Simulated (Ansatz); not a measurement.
# BSiNH4S (SMILES S[SiH]1BN1) at CCSD/cc-pVDZ

What is the vertical singlet–triplet gap of BSiNH4S at CCSD/cc-pVDZ? 

The calculation is run with Ansatz 0.2.0.

97 further runs of the same task are left out: 97 set aside as unsound or not needed.

**1. The molecule**

The species is BSiNH4S (8 atoms), meant as a singlet with charge 0. As SMILES, `S[SiH]1BN1`. The shape is that of a PBE0-D4/def2-TZVP optimisation. This is one conformer, not always the lowest.

Bond lengths: S1–Si2 2.130 Å, Si2–B3 1.919 Å, Si2–N4 1.750 Å, B3–N4 1.383 Å, S1–H5 1.344 Å, Si2–H6 1.482 Å, B3–H7 1.188 Å, N4–H8 1.010 Å. Some angles: S1–Si2–B3 124.2°, S1–Si2–N4 118.5°, B3–Si2–N4 44.0°, Si2–B3–N4 61.5°, Si2–N4–B3 74.5°, S1–Si2–H6 108.2°, B3–Si2–H6 127.6°, N4–Si2–H6 114.3°, Si2–S1–H5 95.1°, Si2–B3–H7 162.4°.

**2. The energy at CCSD/cc-pVDZ**

File job.yaml:

```yaml
crystal:
  periodic: [false, false, false]
  atoms:
    - {symbol: S, position_ang: [-2.198700, -0.554700, -0.360400]}
    - {symbol: Si, position_ang: [-0.326600, -0.039100, 0.515400]}
    - {symbol: B, position_ang: [1.350500, -0.825500, 0.014200]}
    - {symbol: "N", position_ang: [0.999600, 0.392100, -0.541100]}
    - {symbol: H, position_ang: [-2.816800, 0.582000, 0.001900]}
    - {symbol: H, position_ang: [-0.578800, 0.932200, 1.605800]}
    - {symbol: H, position_ang: [2.264800, -1.577600, -0.080200]}
    - {symbol: H, position_ang: [1.398200, 1.033600, -1.211500]}
basis:
  gaussian:
    orbitals: cc-pVDZ
correlation:
  method: ccsd
  frozen_orbitals: {B: 1, H: 0, "N": 1, S: 5, Si: 5}
accuracy: high
scf:
  omitted_lower_state_checks: [cluster_reference, increment]
```

The run is started by

```sh
ansatz run job.yaml --threads 1 --pin off --max-ram 2610MiB --events-out events.jsonl --progress --plain --runs-dir runs
```

The program printed (excerpt; [...] marks lines left out):

```text
Warning: RAYON_NUM_THREADS=1 ignored (pool sized by the plan → 1); use --threads N
Functional definition: HF
  name "HF"
[...]
1930 factors; integrals over basis functions are off by at most 3.9e-9 eV
[...]
mean field -20897.08864587 eV, -767.9538431801 hartree, gradient 4.9e-8 eV, S^2 0.000000; 0 other end points of the search recorded, 0 dependent functions left out
12 core orbitals not correlated: weight in the atoms' cores, before any rotation towards them, 1.000 or more for the frozen orbitals, at most 0.000 for the correlated occupied ones
reference -20897.08864587 eV, -767.9538431801 hartree; 11, 11 occupied and 61, 61 virtual orbitals, 1930 factors
second order -12.94168525 eV of doubles, -0.00000000 eV of singles
cycle   1  -13.66553049 eV  change   -7.2e-1 eV  update   9.4e-2
[...]
cycle  22  -14.15482552 eV  change  -6.7e-10 eV  update   1.1e-9
Total energy: -20911.24347138 eV, -768.4740234235 hartree
Checks for a lower state left out: cluster_reference, increment
```

Wall time 14 s (1 thread of Arm Neoverse V1, shared host); peak memory 0.42 GiB.

**3. The triplet, same level**

File molecule.yaml:

```yaml
crystal:
  periodic: [false, false, false]
  atoms:
    - {symbol: S, position_ang: [-2.198700, -0.554700, -0.360400]}
    - {symbol: Si, position_ang: [-0.326600, -0.039100, 0.515400]}
    - {symbol: B, position_ang: [1.350500, -0.825500, 0.014200]}
    - {symbol: "N", position_ang: [0.999600, 0.392100, -0.541100]}
    - {symbol: H, position_ang: [-2.816800, 0.582000, 0.001900]}
    - {symbol: H, position_ang: [-0.578800, 0.932200, 1.605800]}
    - {symbol: H, position_ang: [2.264800, -1.577600, -0.080200]}
    - {symbol: H, position_ang: [1.398200, 1.033600, -1.211500]}
basis:
  gaussian: {orbitals: cc-pVDZ}
accuracy: high
scf: {omitted_lower_state_checks: [cluster_reference, increment]}
correlation: {method: ccsd, frozen_orbitals: {B: 1, H: 0, "N": 1, S: 5, Si: 5}}
magnetization: {spin_polarized: true, initial_magnetization: 2}
```

The run is started by

```sh
ansatz run molecule.yaml --threads 1 --pin off --max-ram 2610MiB --events-out events.jsonl --progress --plain --runs-dir runs
```

The program printed (excerpt; [...] marks lines left out):

```text
Warning: RAYON_NUM_THREADS=1 ignored (pool sized by the plan → 1); use --threads N
Functional definition: HF
  name "HF"
[...]
1930 factors; integrals over basis functions are off by at most 3.9e-9 eV
[...]
mean field -20892.71449450 eV, -767.7930960823 hartree, gradient 2.3e-8 eV, S^2 2.014383; 7 other end points of the search recorded, 0 dependent functions left out
12 core orbitals not correlated: weight in the atoms' cores, before any rotation towards them, 1.000 or more for the frozen orbitals, at most 0.000 for the correlated occupied ones
reference -20892.71449450 eV, -767.7930960823 hartree; 12, 10 occupied and 60, 62 virtual orbitals, 1930 factors
second order -12.47312106 eV of doubles, -0.00000000 eV of singles
cycle   1  -13.25476197 eV  change   -7.8e-1 eV  update   9.5e-2
[...]
cycle  40  -13.76027722 eV  change   6.9e-10 eV  update   2.2e-9
Total energy: -20906.47477172 eV, -768.2987769432 hartree
Checks for a lower state left out: cluster_reference, increment
```

Run time: 71 s. Hardware: 1 thread of Arm Neoverse V1, shared host; peak memory 0.76 GiB.

**4. What came out**

At CCSD/cc-pVDZ, 12 core orbitals frozen:

```
                                             quantity          value
                                singlet: total energy  -768.47402 Eh
singlet: correlation energy (12 core orbitals frozen)     -520.2 mEh
                               singlet: T1 diagnostic          0.014
                                triplet: total energy  -768.29878 Eh
triplet: correlation energy (12 core orbitals frozen)     -505.7 mEh
           triplet: ⟨S²⟩ of the reference determinant          2.014
                               triplet: T1 diagnostic          0.023
     vertical energy of the triplet above the singlet       4.769 eV
```

**Reading.** At this shape the triplet lies 4.77 eV (460 kJ/mol) above the singlet.
